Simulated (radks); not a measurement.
**Ni⁴⁺ in [Ne] 3s1.75 3p6 3d6 4s0.25: an all-electron calculation**

Wanted: eigenvalues, radial structure and energy terms of the nickel ion Ni4+.

Program: radks (a radial shooting solver on a logarithmic mesh, Libxc functionals) version 1. Level of theory: non-relativistic Kohn-Sham, exchange-only LDA, spin-polarised, spherical densities, point nucleus; open shells are filled with parallel spins first. These are calculated values, not measurements, unless marked.

**1. Starting point**

| Quantity | Value |
| --- | --- |
| element | nickel (Z = 28) |
| charge | +4 |
| electrons | 24 |
| configuration | [Ne] 3s1.75 3p6 3d6 4s0.25 |

**2. The calculation**

The run's settings:

```text
Z 28
configuration [Ne] 3s1.75 3p6 3d6 4s0.25 4p0 5s0 4d0 4f0
relativity non-relativistic
functional lda,
spin polarised
nucleus point
```

Run with:

```bash
> python run_ks.py task.json out
```

This one command runs every case of the session in turn.

Q: Predict the outcome of this run.

The runs gave:

```
                        quantity                   value
                    total energy     -1497.94482 hartree
exchange-correlation share of it                  3.75 %
                            −T/E                  1.0000
          highest occupied level       4s up, -47.181 eV
    most extended occupied level  4s up, <r> = 1.95 bohr
 radius at density 0.001 e/bohr³               2.71 bohr
    maxima of the radial density                       3
```

**Reading.** 4 principal shells are occupied and 3 maxima appear in the radial density; where shells overlap, one shows as a shoulder or not at all. The ratio −T/E is 1.0000; for a non-relativistic Coulomb system it is 1 up to the kinetic part of correlation. This is not the tabulated ground configuration, so its levels and sizes aren't those of the ground state, and no measured value stands beside it.
